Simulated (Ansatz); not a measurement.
# KF: a single-point run

The task is a single-point run on KF. The structure is shown as the input types it.

Program: Ansatz 0.2.0. Level of theory: density functional or hybrid calculation with the settings of its input, plane waves (as first typed). These are calculated values, not measurements.

2 further runs of the same task are left out: 1 for a known fault of the program, 1 that didn't finish.

### 1 The system as given

Symmetry: Fm-3m, No. 225, cubic system. The conventional cell has a = 5.318 Å, b = 5.318 Å, c = 5.318 Å, α = 90.00°, β = 90.00°, γ = 90.00°. Around K (site symmetry m-3m) lie 6 F at 2.66 Å. F (site symmetry m-3m) has 6 K at 2.66 Å as nearest neighbours.

Structure file:

```
CELL_PARAMETERS angstrom
0.00000 2.65896 2.65896
2.65896 0.00000 2.65896
2.65896 2.65896 0.00000
ATOMIC_POSITIONS crystal
K 0.00000 0.00000 0.00000
F 0.50000 0.50000 0.50000
```

### 2 The run

File input.yaml:

```yaml
crystal:
  lattice:
    - [0.0, 2.6589566634, 2.6589566634]
    - [2.6589566634, 0.0, 2.6589566634]
    - [2.6589566634, 2.6589566634, 0.0]
  atoms:
    - { symbol: K, position: [0.0, 0.0, 0.0] }
    - { symbol: F, position: [0.5, 0.5, 0.5] }
kpoints:
  mp_grid: { grid: [6, 6, 6] }
hamiltonian:
  xc: r2scan
scf:
  occupations: { method: cold, width: 1.5 }
  n_extra_bands: 4
output:
  forces: true
  stress: true
  eigenvalues: true
```

Run with:

```bash
$ ansatz run input.yaml --threads 4 --pin off --max-ram 3686MiB --backend cpu --events-out ev --progress --plain --runs-dir out
```

Q: Will this input give a usable result? If not, why, and what should change?

This run ends as converged. That alone doesn't make the input a sound one.

In the input, scf.occupations.method is cold; scf.occupations.width is 1.5. Occupations are smeared over electronvolts, wider than many features of the bands.

The test: delete scf.occupations.width (the default then holds) and set scf.occupations.method to fixed.
